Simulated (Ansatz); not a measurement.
**Si₄H₁₀: how energies converge with the basis set**

How large a basis does Si₄H₁₀ need? Two functionals are run in growing sets.

Computed with Ansatz 0.2.0, Gaussian basis. Level: one geometry, several basis sets.

Plan: PBE0-D4/def2-SVP; ωB97M-V/def2-SVP; PBE0-D4/def2-QZVPP; ωB97M-V/def2-QZVPP; the functionals' def2-TZVPP values are taken from earlier runs.

**1. The relaxed structure**

The geometry comes from an earlier relaxation with PBE0-D4 in a triple-zeta def2 set; it is a stationary point, not always the lowest conformer.

SMILES `[SiH3][SiH2][SiH2][SiH3]`, 14 atoms, charge 0, spin multiplicity 1.

Atoms are counted from 1 here; the program's logs count them from 0.

Bond lengths: Si1–Si2 2.338 Å, Si1–H5 1.488 Å, Si1–H6 1.488 Å, Si1–H7 1.488 Å, Si2–Si3 2.338 Å, Si2–H8 1.490 Å, Si2–H9 1.490 Å, Si3–Si4 2.338 Å, Si3–H10 1.490 Å, Si3–H11 1.490 Å, Si4–H12 1.488 Å, Si4–H13 1.488 Å, Si4–H14 1.488 Å. Angles: Si2–Si1–H5 111.3°, Si2–Si1–H6 109.6°, Si2–Si1–H7 109.9°, H5–Si1–H6 108.7°, H5–Si1–H7 108.7°, H6–Si1–H7 108.5°, Si1–Si2–Si3 109.8°, Si1–Si2–H8 109.3°, Si1–Si2–H9 109.9°, Si3–Si2–H8 109.1°, Si3–Si2–H9 110.6°, H8–Si2–H9 108.2°, Si2–Si3–Si4 109.8°, Si2–Si3–H10 109.1°, Si2–Si3–H11 110.6°, Si4–Si3–H10 109.3°, Si4–Si3–H11 109.9°, H10–Si3–H11 108.2° and more.

**2. PBE0-D4 in def2-SVP**

in.yaml reads:

```yaml
crystal:
  periodic: [false, false, false]
  atoms:
    - {symbol: Si, position_ang: [-0.421490, 2.102244, 1.007131]}
    - {symbol: Si, position_ang: [-1.565266, 0.167690, 0.360911]}
    - {symbol: Si, position_ang: [-0.310874, -0.999620, -1.230281]}
    - {symbol: Si, position_ang: [1.806230, -1.488149, -0.365658]}
    - {symbol: H, position_ang: [-1.216728, 2.900250, 1.978692]}
    - {symbol: H, position_ang: [0.872493, 1.730258, 1.640061]}
    - {symbol: H, position_ang: [-0.138626, 2.945088, -0.185842]}
    - {symbol: H, position_ang: [-1.771290, -0.702747, 1.552945]}
    - {symbol: H, position_ang: [-2.902770, 0.528941, -0.188070]}
    - {symbol: H, position_ang: [-0.161314, -0.154684, -2.448782]}
    - {symbol: H, position_ang: [-1.002606, -2.260566, -1.620564]}
    - {symbol: H, position_ang: [2.612451, -2.284313, -1.329648]}
    - {symbol: H, position_ang: [2.529444, -0.222393, -0.068669]}
    - {symbol: H, position_ang: [1.670356, -2.261999, 0.897784]}
basis:
  gaussian: {orbitals: def2-SVP}
hamiltonian: {xc: pbe0, dispersion: d4}
output: {orbitals: {seedname: orbitals}}
```

Command:

```sh
> ansatz run in.yaml --threads 4 --pin off --events-out ev --progress --plain --max-ram 10444MiB
```

After this run come: ωB97M-V in def2-SVP; PBE0-D4 in def2-QZVPP; ωB97M-V in def2-QZVPP.

Q: Predict the results of all the runs planned. Wanted: PBE0-D4: double and triple zeta above quadruple; ωB97M-V: double and triple zeta above quadruple.

As calculated:

```
                                       quantity           value
PBE0-D4: double and triple zeta above quadruple  12.12, 1.06 eV
ωB97M-V: double and triple zeta above quadruple  12.21, 1.00 eV
```

What this shows: For PBE0-D4 the step from double to triple zeta gains 11.06 eV and the next only 1.06 eV. These are total energies; as a rule much of such shifts cancels in differences, which this series doesn't test. The LUMO of ωB97M-V is positive and keeps falling with the basis (1.66 to 1.15 eV): an unbound level that the basis holds in place.
